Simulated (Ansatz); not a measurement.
**TePd: structure and electronic properties**

The task here is to estimate one member of a computed series from the others.

Method: DFT r2SCAN, scalar-relativistic, plane waves, PAW, in Ansatz 0.2.0.

### The structure to begin with

It takes space group P6_3/mmc (No. 194, hexagonal). Conventional cell: a = 4.152 Å, b = 4.152 Å, c = 5.672 Å, α = 90.00°, β = 90.00°, γ = 120.00°. Around Te (site symmetry -6m2) lie 6 Pd at 2.79 Å. Around Pd (site symmetry -3m) lie 6 Te at 2.79 Å and 2 Pd at 2.84 Å.

Structure file:

```cif
data_structure
_symmetry_space_group_name_H-M 'P6_3/mmc'
_symmetry_Int_Tables_number 194
_cell_length_a 4.1521
_cell_length_b 4.1521
_cell_length_c 5.6719
_cell_angle_alpha 90.000
_cell_angle_beta 90.000
_cell_angle_gamma 120.000
_cell_volume 84.68
loop_
_atom_site_label
_atom_site_type_symbol
_atom_site_symmetry_multiplicity
_atom_site_Wyckoff_symbol
_atom_site_fract_x
_atom_site_fract_y
_atom_site_fract_z
_atom_site_occupancy
Te1 Te 2 c 0.33333 0.66667 0.25000 1
Pd1 Pd 2 a 0.00000 0.00000 0.00000 1
```

The structure comes from the Crystallography Open Database.

Set-up of the first run:

(A quick probe on a coarse mesh, which set the mesh and smearing, is not shown.)

Contents of input.yaml:

```yaml
crystal:
  lattice:
    - [4.1521, 0.0, 0.0]
    - [-2.07605, 3.5958240791, 0.0]
    - [0.0, 0.0, 5.6719]
  atoms:
    - { symbol: Te, position: [0.3333333333, 0.6666666667, 0.25] }
    - { symbol: Te, position: [0.6666666667, 0.3333333333, 0.75] }
    - { symbol: Pd, position: [0.0, 0.0, 0.0] }
    - { symbol: Pd, position: [0.0, 0.0, 0.5] }
basis:
  ecutwfc: 500
kpoints:
  mp_grid: { grid: [12, 12, 8] }
hamiltonian:
  xc: r2scan
scf:
  occupations: { method: gaussian, width: 0.1 }
output:
  forces: true
  stress: true
  eigenvalues: true
relax:
  adjacent_minimum: "off"
  f_tol: 0.005
  max_steps: 80
  cell: { stress_tol: 0.05 }
```

Launch:

```bash
$ ansatz run input.yaml --threads 2 --pin off --max-ram 5120MiB --backend cpu --events-out ev --progress --plain --runs-dir out
```

Among the steps run: Full relaxation; Bands, states and charges; The cell scaled to 0.97 of its volume; The cell scaled to 1.03 of its volume; Point at V/V0 = 0.94; Point at V/V0 = 1.06.

One of the session's tables, all rows but one given; the rest of the session is left out.

It belongs to the step «Equation of state». 

```
volume (Å³/atom)  energy above the lowest point (meV/atom)  pressure (GPa)
          20.429                                      29.1            7.61
          21.081                                       6.8            3.46
          21.733                                       0.0            0.01
          22.385                                         ?               ?
          23.037                                      22.6           -5.24
```

Estimate the missing values for volume (Å³/atom) = 22.385.

Worked estimate for «energy above the lowest point (meV/atom)». A straight line through the neighbours (21.733, 0.0) and (23.037, 22.6) gives 0.0 + (22.6 − 0.0) × (22.385 − 21.733) / (23.037 − 21.733) = 11.3; a parabola fitted to 3 rows on both sides gives 5.3.

As computed: energy above the lowest point (meV/atom): 6.0; pressure (GPa): -2.85. In «energy above the lowest point (meV/atom)» the line misses by +5.3 and the parabola by -0.7.
